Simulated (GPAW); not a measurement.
**Ta3AsAu2O13 in GPAW: the effect of functional**

The system is Ta3AsAu2O13.

```
Ta As Au O
1.0
     5.24237    3.02668    4.14273
    -5.24237    3.02668    4.14273
     0.00000   -6.05337    4.14273
Ta As Au O
3 1 2 13
Direct
  0.23108 0.57229 0.23108
  0.23108 0.23108 0.57229
  0.57229 0.23108 0.23108
  0.55878 0.55878 0.55878
  0.96559 0.96559 0.96559
  0.75105 0.75105 0.75105
  0.40884 0.66762 0.40884
  0.40884 0.40884 0.66762
  0.66762 0.40884 0.40884
  0.49726 0.01313 0.36024
  0.36024 0.49726 0.01313
  0.01313 0.36024 0.49726
  0.36024 0.01313 0.49726
  0.01313 0.49726 0.36024
  0.49726 0.36024 0.01313
  0.10963 0.74806 0.10963
  0.10963 0.10963 0.74806
  0.74806 0.10963 0.10963
  0.30840 0.30840 0.30840
```

The cell was built by a generator and needn't be a form met in nature.

Alike in all runs:

* Program: GPAW 26.7.0
* Task: band structure
* Cutoff: 800 eV
* Basis: pw
* k mesh: 3 × 3 × 3
* Occupations: fermi-dirac, width 0.05 eV
* Spin: no spin polarisation

```tsv
functional	potentials or basis	gap on the mesh (eV)	pressure (GPa)	largest force (eV/Å)
RPBE	the program's PAW data sets (release 1.2.1) made for this functional	1.15	3.3	0.34
BLYP	PAW data sets generated in the run's folder for this functional	?	?	?
LDA	the program's PAW data sets (release 1.2.1) made for this functional	1.01	-5.8	0.73
PBE	GPAW PAW data sets (gpaw-data 1.2.1)	1.11	0.8	0.26
r2SCAN	GPAW PAW data sets (gpaw-data 1.2.1)	1.46	-2.4	0.50
```

Q: What does the run with functional BLYP give?

A: gap on the mesh 1.13 eV; pressure 2.3 GPa; largest force 0.52 eV/Å.

Caveats: with this Au data set, volumes or pressures lay over 1.5 % or 2 GPa off other programs in two to four cells of ten; spin-orbit coupling is left out, which moves the levels of the heavy elements; the PAW data sets were made with another functional, which shifts forces and pressure a little (some runs).

A k mesh can miss the band edges.
